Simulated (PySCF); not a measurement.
# CH2OYb (Yb(H2CO)2+): the cost of one run

Method: PBE0, Yb lcecp-0-SVP with ECP60, O def2-SVP, C def2-SVP, H def2-SVP; scalar-relativistic core potentials, no spin–orbit coupling; program: PySCF 2.14.0.

1 further run of the same task is left out (for a known fault of the program).

## (1) The system as given

5 atoms, charge 2, spin multiplicity 1.

Bond lengths: Yb1–O2 2.558 Å, O2–C3 1.220 Å, C3–H4 1.105 Å, C3–H5 1.105 Å. Angles: Yb1–O2–C3 180.0°, O2–C3–H4 121.7°, O2–C3–H5 121.7°, H4–C3–H5 116.6°.

Geometry (Å):

```xyz
5

Yb    0.0000    0.0000    0.0000
O     0.0000    0.0000    2.5575
C     0.0000    0.0000    3.7775
H     0.9400    0.0000    4.3575
H    -0.9400    0.0000    4.3575
```

Formal oxidation states: Yb +2. Each metal's 14 4f electrons lie in its core potential, so multiplicities, spins and levels count the valence alone.

## (2) SCF at the start, singlet

run.py (the lines that set the calculation)

```python
mol = gto.M(atom='''
Yb     0.00000     0.00000     0.00000
O      0.00000     0.00000     2.55750
C      0.00000     0.00000     3.77750
H      0.94000     0.00000     4.35750
H     -0.94000     0.00000     4.35750''',
    basis={'Yb': 'lcecp-0-SVP', 'O': 'def2-SVP', 'C': 'def2-SVP', 'H': 'def2-SVP'},
    ecp={'Yb': 'lcecp-0-SVP'},
    charge=2, spin=0)
mf = dft.RKS(mol, xc='PBE0')
mf.grids.atom_grid = (50, 194)  # f atoms: unpruned, at least (60, 302)
mf = mf.density_fit()  # fitting sets: Yb AutoAux, O def2-universal-JKFIT, C def2-universal-JKFIT, H def2-universal-JKFIT
mf.conv_tol = 1e-08; mf.max_cycle = 55
mf.kernel(dm0)  # dm0: free metal ions and neutral atoms
```

Launch:

```sh
$ OMP_NUM_THREADS=2 python run.py
```

Q: Estimate wall time and peak memory on 2 threads of Arm Neoverse V1, shared host.

About 2 s, with a peak of 0.38 GiB.
